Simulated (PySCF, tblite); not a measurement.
# C6H17NSi: geometry, infrared bands, NMR shifts and electronic excitations

Aim: predict the infrared bands, NMR shifts and electronic excitations of C6H17NSi (`CN([SiH3])CC(C)(C)C`).

Computed with tblite 0.8.0 and PySCF 2.14.0, with density-fitted response routines of our own, on a single molecule in the gas phase. Atoms count from 0, in the outputs and in this text.

## 1. The starting structure

25 atoms, charge 0, multiplicity 1; geometry from: force field or distance geometry start.

Bonds of the start (Å): C0–N1 1.50, N1–Si2 1.84, N1–C3 1.43, C3–C4 1.48, C4–C5 1.53, C4–C6 1.54, C4–C7 1.49, C0–H8 1.11, C0–H9 1.10, C0–H10 1.10, Si2–H11 1.46, Si2–H12 1.48, Si2–H13 1.45, C3–H14 1.13, C3–H15 1.12, C5–H16 1.13, C5–H17 1.12, C5–H18 1.08, C6–H19 1.13, C6–H20 1.08, C6–H21 1.13, C7–H22 1.09, C7–H23 1.10, C7–H24 1.16.

## 2. Relaxing the molecule with GFN2-xTB

The job: settings as JSON, then the geometry in Å.

```
{"job": {"kind": "relax", "xc": "GFN2-xTB", "basis": "xTB"}, "charge": 0, "multiplicity": 1}
C      2.204200    -0.663400    -1.483400
N      1.208900    -0.764600    -0.366800
Si     2.286600    -0.263200     1.033600
C      0.223000     0.243200    -0.631600
C     -1.057900     0.167600     0.110400
C     -1.849300    -1.109200    -0.189900
C     -1.919400     1.340500    -0.399600
C     -1.041100     0.296500     1.592200
H      1.734900    -1.032000    -2.424700
H      2.519600     0.393400    -1.550000
H      3.080700    -1.274400    -1.238200
H      2.505900    -1.476000     1.819800
H      3.572700     0.187200     0.453800
H      1.751300     0.869100     1.763100
H      0.699400     1.268600    -0.597800
H     -0.021800     0.109200    -1.714900
H     -2.927600    -0.981500     0.115700
H     -1.467800    -1.967200     0.412600
H     -1.806700    -1.258400    -1.259700
H     -2.813300     1.439600     0.277100
H     -2.178800     1.225900    -1.444000
H     -1.290300     2.256200    -0.200100
H     -0.252000    -0.215200     2.142100
H     -1.100300     1.357500     1.876300
H     -2.071800    -0.125300     1.913000
```

Launch:

```console
> OMP_NUM_THREADS=1 python probes_run.py task.json out
```

The driver reads the jobs from task.json and runs them one after another.

**Question.** This job is followed by: GFN2-xTB harmonic vibrations, gas phase; PBE0-D3(BJ)/def2-SVP geometry optimisation, gas phase; GIAO PBE0/pcSseg-1 NMR shielding, non-relativistic, gas phase; TDDFT CAM-B3LYP/def2-SVPD, vertical, gas phase, core orbitals frozen in the response; GIAO KT3/pcSseg-1 NMR shielding, non-relativistic, gas phase. What will the session give for the following? strongest single infrared mode (GFN2-xTB); zero-point energy (GFN2-xTB); point group; rotational constants (main isotopes); ¹³C shifts against TMS (PBE0/pcSseg-1, means over atoms taken as alike); ¹H shifts against TMS (PBE0/pcSseg-1, means over atoms taken as alike); ¹⁵N shifts against NH3 (PBE0/pcSseg-1); ²⁹Si shifts against TMS (PBE0/pcSseg-1); lowest singlet (CAM-B3LYP/def2-SVPD); brightest single state of those computed; lowest triplet; vertical ionisation energy (ΔSCF); range of the shift of N1.

**Answer**, as computed:

```
                                                               quantity                        value
                              strongest single infrared mode (GFN2-xTB)        2126 cm⁻¹, 384 km/mol
                                           zero-point energy (GFN2-xTB)               135.8 kcal/mol
                                                            point group                           C1
                                   rotational constants (main isotopes)         2.49, 1.08, 0.93 GHz
¹³C shifts against TMS (PBE0/pcSseg-1, means over atoms taken as alike)   71.5, 43.8, 36.3, 29.6 ppm
 ¹H shifts against TMS (PBE0/pcSseg-1, means over atoms taken as alike)   4.76, 2.70, 2.47, 0.90 ppm
                                 ¹⁵N shifts against NH3 (PBE0/pcSseg-1)                     16.2 ppm
                                ²⁹Si shifts against TMS (PBE0/pcSseg-1)                    -40.1 ppm
                                   lowest singlet (CAM-B3LYP/def2-SVPD)  5.81 eV (213 nm), f = 0.008
                               brightest single state of those computed  state 5, 7.04 eV, f = 0.038
                                                         lowest triplet                      5.64 eV
                                      vertical ionisation energy (ΔSCF)                      8.10 eV
                                               range of the shift of N1             16.2 to 24.1 ppm
```

What this shows: Over 167 steps the energy fell by 1.437 eV; of the close pairs, N1–Si2 changed most, 1.837 to 1.716 Å (GFN2-xTB). All 69 modes are real, so the xTB geometry is a minimum. The strongest single mode, at 2126 cm⁻¹, moves mainly H11. GFN2-xTB is a fitted tight-binding method: band positions and strengths are rough. Its intensities can rank the bands wrongly. Over 7 steps the energy fell by 0.250 eV; of the close pairs, C0–H10 changed most, 1.054 to 1.103 Å (PBE0/def2-SVP). No frequency check was run at this level, so the end point may be a saddle. At PBE0/pcSseg-1: The largest span, 149 ppm, is at Si2, where the paramagnetic term is -489 ppm. The lowest singlet, at 5.81 eV, is HOMO→LUMO 0.63, HOMO→LUMO+2 0.18 and is weak; of the 10 states computed, the strongest absorption comes from state 5 at 7.04 eV. The lowest triplet lies 0.17 eV below the lowest singlet (triplets in Tamm-Dancoff, singlets in full TDDFT). At CAM-B3LYP/def2-SVPD, the highest states lie near or above the ionisation energy, where they hang on the basis. ΔSCF puts the ionisation energy at 8.10 eV, 0.50 eV above −ε(HOMO). In ppm, N1 moves most: its shift spreads over 7.9 ppm, from 16.2 (PBE0/pcSseg-1) to 24.1 (KT3/pcSseg-1).
